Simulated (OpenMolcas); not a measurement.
# A workflow on CH3BFN (SMILES BN=CF)

We compute a single-point energy (singlet CH3BFN, HF/ANO-RCC-MB), then the vertical excitations (singlet CH3BFN, CASSCF(6,6)/ANO-RCC-VDZP), then a single-point energy (singlet CH3BFN, MC-PDFT[tPBE](6,6)/ANO-RCC-VDZP), then a geometry optimisation (singlet CH3BFN, CASSCF(6,6)/ANO-RCC-VDZP), then the excited states (singlet CH3BFN, PC-NEVPT2(6,6)/ANO-RCC-VDZP) of CH3BFN. 

The calculation is run with OpenMolcas 26.06.

1 further run of the same task is left out (it didn't finish).

### Step 1. The structure to begin with

CH3BFN: 7 atoms, total charge 0, spin state singlet. As SMILES, `BN=CF`. The coordinates come from a PBE0-D4/def2-TZVP relaxation.

Bond lengths: B1–N2 1.364 Å, N2–C3 1.223 Å, C3–F4 1.339 Å, B1–H5 1.196 Å, B1–H6 1.196 Å, C3–H7 1.088 Å. Angles: B1–N2–C3 178.6°, N2–C3–F4 122.5°, N2–B1–H5 118.8°, N2–B1–H6 118.8°, N2–C3–H7 126.7°, F4–C3–H7 110.8°, H5–B1–H6 122.5°.

### Step 2. The energy at HF/ANO-RCC-MB (DKH2) (run 1)

Contents of step1.input:

```
* CH3BFN Hartree-Fock
>>> EXPORT MOLCAS_PRINT=2
&gateway
coord
7
angstrom
B       -0.480500       1.089800       0.570900
N        0.018600      -0.008400      -0.066500
C        0.466800      -1.006900      -0.611700
F        0.739900      -2.132000       0.060700
H        0.284400       1.897100       1.009900
H       -1.666300       1.214200       0.659800
H        0.698200      -1.122000      -1.669000
basis=ANO-RCC-MB
group=NoSym
&seward
&scf
prorbitals=1
&localisation
occupied
freeze
pipek-mezey
&localisation
fileorb=$Project.LocOrb
virtual
pipek-mezey
```

Command:

```bash
$ export MOLCAS_MEM=1860
$ pymolcas step1.input > step1.log
```

Output:

```text
--- Start Module: gateway ---
[...]
--- Stop Module: gateway /rc=_RC_ALL_IS_WELL_ ---
[...]
      Basis functions           23
[...]
       Convergence after  11 Iterations
[...]
::    Total SCF energy                               -218.1085439889
[...]
      Total spin, S                                     0.0000000000
[...]
      Total electronic charge=   30.000000
      Total            charge=   -0.000000
[...]
      Dipole Moment (debye):
      Origin of the operator (angstrom)=    0.2361   -0.6556   -0.0141
                   X=  1.7142E-01               Y=  3.5171E-01               Z= -1.6336E+00           Total=  1.6798E+00
      Quadrupole Moment (debye*angstrom):
[...]
--- Start Module: localisation ---
[...]
--- Stop Module: localisation /rc=_RC_ALL_IS_WELL_ ---
--- Start Module: localisation ---
[...]
--- Stop Module: localisation /rc=_RC_ALL_IS_WELL_ ---
[...]
```

Run time: 4.5 s. Hardware: 1 thread of AMD EPYC 7R43 (Zen 3), shared host; peak memory 0.38 GiB.

### Step 3. The vertical excitations at CASSCF(6,6)/ANO-RCC-VDZP (DKH2, RICD fitting, 4 states averaged) (run 2)

Contents of step2.input:

```
>>> EXPORT MOLCAS_PRINT=2

&GATEWAY
  COORD
  7
  angstrom
  B       -0.480500       1.089800       0.570900
  N        0.018600      -0.008400      -0.066500
  C        0.466800      -1.006900      -0.611700
  F        0.739900      -2.132000       0.060700
  H        0.284400       1.897100       1.009900
  H       -1.666300       1.214200       0.659800
  H        0.698200      -1.122000      -1.669000
  BASIS
  ANO-RCC-MB
  GROUP
  NoSym

&SEWARD

&RASSCF
  FILEORB
  $CurrDir/step1.LocOrb
  ALTER
  2
  1 7 15
  1 18 21
  SPIN
  1
  NACTEL
  6 0 0
  INACTIVE
  12
  RAS2
  6
  CIROOT
  4 4 1
  ORBLISTING
  Nothing
>>> COPY $Project.RunFile RUNFIL1
>>> COPY $Project.RasOrb INPORB

&GATEWAY
  COORD
  7
  angstrom
  B       -0.480500       1.089800       0.570900
  N        0.018600      -0.008400      -0.066500
  C        0.466800      -1.006900      -0.611700
  F        0.739900      -2.132000       0.060700
  H        0.284400       1.897100       1.009900
  H       -1.666300       1.214200       0.659800
  H        0.698200      -1.122000      -1.669000
  BASIS
  ANO-RCC-VDZP
  GROUP
  NoSym
  RICD

&SEWARD
>>> COPY $Project.RunFile RUNFIL2

&EXPBAS

&RASSCF
  FILEORB
  $Project.ExpOrb
  SPIN
  1
  NACTEL
  6 0 0
  INACTIVE
  12
  RAS2
  6
  CIROOT
  4 4 1
  ORBLISTING
  Few
  ORBAPPEAR
  Compact
```

Command:

```bash
$ export MOLCAS_MEM=1860
$ pymolcas step2.input > step2.log
```

Output:

```text
[...]
      Basis functions           23
[...]
      Number of active orbitals                  6
[...]
      Spin quantum number                      0.0
[...]
      Active orbitals                            6
[...]
      Number of CSFs                           175
[...]
      Number of root(s) required                 4
[...]
      Convergence after 14 iterations
[...]
      Natural orbitals and occupation numbers for root  1
      sym 1:   1.912295   1.971391   1.983509   0.027843   0.088822   0.016140
      Natural orbitals and occupation numbers for root  2
      sym 1:   1.986250   1.004307   1.987676   0.013575   0.995529   0.012663
      Natural orbitals and occupation numbers for root  3
      sym 1:   0.971109   1.981619   1.986034   1.029110   0.023275   0.008853
[...]
::    RASSCF root number  1 Total energy:   -218.16993211
::    RASSCF root number  2 Total energy:   -217.92751700
[...]
      Basis functions           71
[...]
      Convergence after 19 iterations
[...]
      Natural orbitals and occupation numbers for root  1
      sym 1:   1.931148   1.983175   1.986668   0.016282   0.069837   0.012890
      Natural orbitals and occupation numbers for root  2
      sym 1:   1.989491   1.005080   1.990028   0.009747   0.995364   0.010290
      Natural orbitals and occupation numbers for root  3
      sym 1:   0.987878   1.987442   1.987841   1.012389   0.015641   0.008810
      Natural orbitals and occupation numbers for root  4
      sym 1:   1.932620   1.419212   1.982816   0.580859   0.068080   0.016414
[...]
::    RASSCF root number  1 Total energy:   -218.44079317
::    RASSCF root number  2 Total energy:   -218.20713674
::    RASSCF root number  3 Total energy:   -218.13363890
::    RASSCF root number  4 Total energy:   -218.13129589
[...]
      Total electronic charge=   30.000000
      Total            charge=   -0.000000
[...]
```

Wall time 17 s (1 thread of AMD EPYC 7R43 (Zen 3), shared host); peak memory 0.38 GiB.

The roots found:

```csv
excited state,energy (eV)
1,6.358
2,8.358
3,8.422
```

### Step 4. The distorted shape: the energy at MC-PDFT[tPBE](6,6)/ANO-RCC-VDZP (DKH2, RICD fitting) (run 3)

Contents of step3.inp:

```
&GATEWAY
COORD
7
angstrom
B       -0.537008       0.896294       0.673605
N        0.116438       0.017948      -0.122159
C        0.401574      -0.837199      -0.631149
F        0.880354      -1.970246      -0.013110
H        0.515411       1.942700       0.973452
H       -1.624784       1.180509       0.691123
H        0.688746      -1.236422      -1.621890
BASIS=ANO-RCC-VDZP
GROUP=NoSym
RICD
&SEWARD
&RASSCF
FILEORB=$CurrDir/step2.RasOrb
SPIN=1
NACTEL=6 0 0
INACTIVE=12
RAS2=6
ORBLISTING=Few
ORBAPPEAR=Compact
&MCPDFT
KSDFT=T:PBE
```

Command:

```bash
$ export MOLCAS_MEM=1860
$ pymolcas step3.inp > step3.log
```

Output:

```text
--- Start Module: gateway ---
[...]
--- Stop Module: gateway /rc=_RC_ALL_IS_WELL_ ---
[...]
      Basis functions           71
[...]
--- Start Module: rasscf ---
[...]
      Number of active orbitals                  6
[...]
      Spin quantum number                      0.0
[...]
      Active orbitals                            6
[...]
      Number of CSFs                           175
[...]
      Number of root(s) required                 1
[...]
      Convergence after 21 iterations
[...]
      printout of CI-coefficients larger than  0.05 for root  1
      energy=    -218.334644
      conf/sym  111111     Coeff  Weight
             1  222000  -0.98375 0.96776
            16  220002   0.05433 0.00295
            20  2udu0d  -0.05184 0.00269
            29  202200   0.06204 0.00385
            36  ud2ud0  -0.05707 0.00326
            43  022020   0.10384 0.01078
[...]
      Natural orbitals and occupation numbers for root  1
      sym 1:   1.968543   1.980157   1.985769   0.019791   0.032073   0.013667
      ************************************************************************************************************************
      *                                                    Final results                                                     *
[...]
::    RASSCF root number  1 Total energy:   -218.33464353
[...]
      Total electronic charge=   30.000000
      Total            charge=   -0.000000
[...]
      Dipole Moment (debye):
      Origin of the operator (angstrom)=    0.2852   -0.6006   -0.0351
                   X= -1.2337E+00               Y=  4.6761E-01               Z= -1.2877E+00           Total=  1.8436E+00
      Quadrupole Moment (debye*angstrom):
[...]
--- Stop Module: rasscf /rc=_RC_ALL_IS_WELL_ ---
[...]
--- Start Module: mcpdft ---
[...]
::    MCPDFT root number  1 Total energy:   -219.13734683
[...]
```

Run time: 11 s. Hardware: 1 thread of AMD EPYC 7R43 (Zen 3), shared host; peak memory 0.081 GiB.

### Step 5. A structure relaxation at CASSCF(6,6)/ANO-RCC-VDZP (DKH2, RICD fitting) (run 5)

Contents of step5.inp:

```
>>> EXPORT MOLCAS_PRINT=2
&gateway
coord
7
angstrom
B       -0.480500       1.089800       0.570900
N        0.018600      -0.008400      -0.066500
C        0.466800      -1.006900      -0.611700
F        0.739900      -2.132000       0.060700
H        0.284400       1.897100       1.009900
H       -1.666300       1.214200       0.659800
H        0.698200      -1.122000      -1.669000
basis
ANO-RCC-VDZP
group
NoSym
ricd
>>> COPY $CurrDir/step2.RasOrb $Project.RasOrb
>>> EXPORT MOLCAS_MAXITER=40
>>> Do While
&seward
&rasscf
fileorb
$Project.RasOrb
spin
1
nactel
6 0 0
inactive
12
ras2
6
orblisting
Nothing
orbappear
Compact
&slapaf
>>> EndDo
```

Command:

```bash
$ export MOLCAS_MEM=1860
$ pymolcas step5.inp > step5.log
```

Output:

```text
--- Start Module: gateway ---
[...]
      Basis functions           71
[...]
      Number of active orbitals                  6
[...]
      Spin quantum number                      0.0
[...]
      Active orbitals                            6
[...]
      Number of CSFs                           175
[...]
      Number of root(s) required                 1
[...]
      Convergence after 16 iterations
[...]
      printout of CI-coefficients larger than  0.05 for root  1
      energy=    -218.480640
      conf/sym  111111     Coeff  Weight
             1  222000  -0.97657 0.95368
            16  220002   0.05323 0.00283
            20  2udu0d  -0.05929 0.00351
            29  202200   0.07367 0.00543
            36  ud2ud0  -0.05971 0.00356
            43  022020   0.14750 0.02176
[...]
      Natural orbitals and occupation numbers for root  1
      sym 1:   1.945948   1.975297   1.984321   0.024464   0.055040   0.014931
      ************************************************************************************************************************
      *                                                    Final results                                                     *
[...]
::    RASSCF root number  1 Total energy:   -218.48064043
[...]
--- Start Module: slapaf ---
[...]
      Convergence after  4 iterations
[...]
      Natural orbitals and occupation numbers for root  1
      sym 1:   1.946101   1.974175   1.983475   0.025120   0.055268   0.015860
      ************************************************************************************************************************
      *                                                    Final results                                                     *
[...]
::    RASSCF root number  1 Total energy:   -218.48257390
[...]
      Total electronic charge=   30.000000
      Total            charge=   -0.000000
[...]
```

Wall time 6 min (1 thread of AMD EPYC 7R43 (Zen 3), shared host); peak memory 0.081 GiB.

Step by step:

```csv
step,energy from the first frame kept (eV),largest force (eV/Å)
0,0.0000,1.8536
2,-0.0305,0.2732
4,-0.0336,0.0414
6,-0.0338,0.0480
8,-0.0365,0.3695
10,-0.0428,0.5806
12,-0.0491,0.2023
14,-0.0508,0.1101
16,-0.0522,0.0699
18,-0.0523,0.0868
20,-0.0524,0.0617
22,-0.0524,0.0520
24,-0.0522,0.0608
26,-0.0526,0.0099
28,-0.0526,0.0047
30,-0.0526,0.0067
32,-0.0526,0.0044
34,-0.0526,0.0047
```

After the run. Bond lengths: B1–N2 1.418 Å, N2–C3 1.224 Å, C3–F4 1.331 Å, B1–H5 1.191 Å, B1–H6 1.191 Å, C3–H7 1.075 Å. Angles: B1–N2–C3 149.1°, N2–C3–F4 123.1°, N2–B1–H5 118.5°, N2–B1–H6 118.5°, N2–C3–H7 126.2°, F4–C3–H7 110.7°, H5–B1–H6 122.9°.

### Step 6. The vertical excitations at PC-NEVPT2(6,6)/ANO-RCC-VDZP (DKH2, RICD fitting, pt2 variant QD-PC-NEVPT2, 4 states averaged) (run 6)

Contents of step6.inp:

```
* CH3BFN NEVPT2

&GATEWAY
 COORD
 7
 angstrom
 B       -0.480500       1.089800       0.570900
 N        0.018600      -0.008400      -0.066500
 C        0.466800      -1.006900      -0.611700
 F        0.739900      -2.132000       0.060700
 H        0.284400       1.897100       1.009900
 H       -1.666300       1.214200       0.659800
 H        0.698200      -1.122000      -1.669000
 BASIS = ANO-RCC-VDZP
 GROUP = NoSym
 RICD

&SEWARD

&RASSCF
 FILEORB = $CurrDir/step2.RasOrb
 SPIN = 1
 NACTEL = 6 0 0
 INACTIVE = 12
 RAS2 = 6
 CIROOT = 4 4 1
 ORBLISTING = Few
 ORBAPPEAR = Compact

&CASPT2
 PC-NEVPT2
 MULTISTATE = all
```

Command:

```bash
$ export MOLCAS_MEM=1860
$ pymolcas step6.inp > step6.log
```

Output:

```text
--- Start Module: gateway ---
[...]
      Basis functions           71
[...]
      Number of active orbitals                  6
[...]
      Spin quantum number                      0.0
[...]
      Active orbitals                            6
[...]
      Number of CSFs                           175
[...]
      Number of root(s) required                 4
[...]
      Convergence after  4 iterations
[...]
      Natural orbitals and occupation numbers for root  1
      sym 1:   1.931149   1.983175   1.986668   0.016283   0.069835   0.012890
      Natural orbitals and occupation numbers for root  2
      sym 1:   1.989491   1.005080   1.990028   0.009748   0.995363   0.010290
      Natural orbitals and occupation numbers for root  3
      sym 1:   0.987884   1.987442   1.987841   1.012382   0.015641   0.008810
      Natural orbitals and occupation numbers for root  4
      sym 1:   1.932621   1.419214   1.982816   0.580856   0.068079   0.016414
      ************************************************************************************************************************
      *                                                    Final results                                                     *
[...]
::    RASSCF root number  1 Total energy:   -218.44079220
::    RASSCF root number  2 Total energy:   -218.20713686
[...]
      Dipole Moment (debye):
      Origin of the operator (angstrom)=    0.2361   -0.6556   -0.0141
                   X=  1.2395E+00               Y= -2.1200E+00               Z= -2.7404E+00           Total=  3.6797E+00
      Quadrupole Moment (debye*angstrom):
[...]
::    QD-SC-NEVPT2 Root  1     Total energy:   -218.97027273
::    QD-SC-NEVPT2 Root  2     Total energy:   -218.72907747
::    QD-SC-NEVPT2 Root  3     Total energy:   -218.67774245
::    QD-SC-NEVPT2 Root  4     Total energy:   -218.67495108
[...]
```

It took 11 s on 1 thread of AMD EPYC 7R43 (Zen 3), shared host; peak memory 0.085 GiB.

The roots found:

```
excited state  energy (eV)
            1        6.595
            2        7.858
            3        7.894
```

### Step 7. Summary of results

```
                                                                             quantity          value
                                                   run 1, HF/ANO-RCC-MB: total energy  -218.10854 Eh
                                                  run 1, HF/ANO-RCC-MB: dipole moment         1.68 D
                                                    run 1, HF/ANO-RCC-MB: HOMO energy      -13.04 eV
                                                    run 1, HF/ANO-RCC-MB: LUMO energy        3.06 eV
                                                  run 1, HF/ANO-RCC-MB: HOMO–LUMO gap       16.10 eV
                     run 2, CASSCF(6,6)/ANO-RCC-VDZP: energy of the lowest of 4 roots  -218.44079 Eh
                      run 2, CASSCF(6,6)/ANO-RCC-VDZP: dipole moment (CASSCF density)         1.72 D
   run 2, CASSCF(6,6)/ANO-RCC-VDZP: lowest excitation energy within this active space        6.36 eV
                                                        distorted shape: total energy  -219.13735 Eh
                                      distorted shape: dipole moment (CASSCF density)         1.84 D
                             run 5, CASSCF(6,6)/ANO-RCC-VDZP: total energy at the end  -218.48257 Eh
                      run 5, CASSCF(6,6)/ANO-RCC-VDZP: dipole moment (CASSCF density)         1.30 D
                  run 6, PC-NEVPT2(6,6)/ANO-RCC-VDZP: energy of the lowest of 4 roots  -218.97707 Eh
                   run 6, PC-NEVPT2(6,6)/ANO-RCC-VDZP: dipole moment (CASSCF density)         1.72 D
run 6, PC-NEVPT2(6,6)/ANO-RCC-VDZP: lowest excitation energy within this active space        6.60 eV
```

The orbitals (run 2, CASSCF(6,6)/ANO-RCC-VDZP) are averaged over several states, so each root lies above its own optimum (it can stand above Hartree-Fock), and forces and dipoles share that bias. The basis has no diffuse functions, so Rydberg states are missing or pushed up, and the true lowest state may lie lower. Mulliken charges (distorted shape) of the CASSCF density run from -0.39 on F4 to +0.38 on N2. The optimisation (run 5, CASSCF(6,6)/ANO-RCC-VDZP) took 34 steps and changed the energy by -0.053 eV. Mulliken charges (run 5, CASSCF(6,6)/ANO-RCC-VDZP) run from -0.32 on F4 to +0.49 on C3; they depend strongly on the basis.
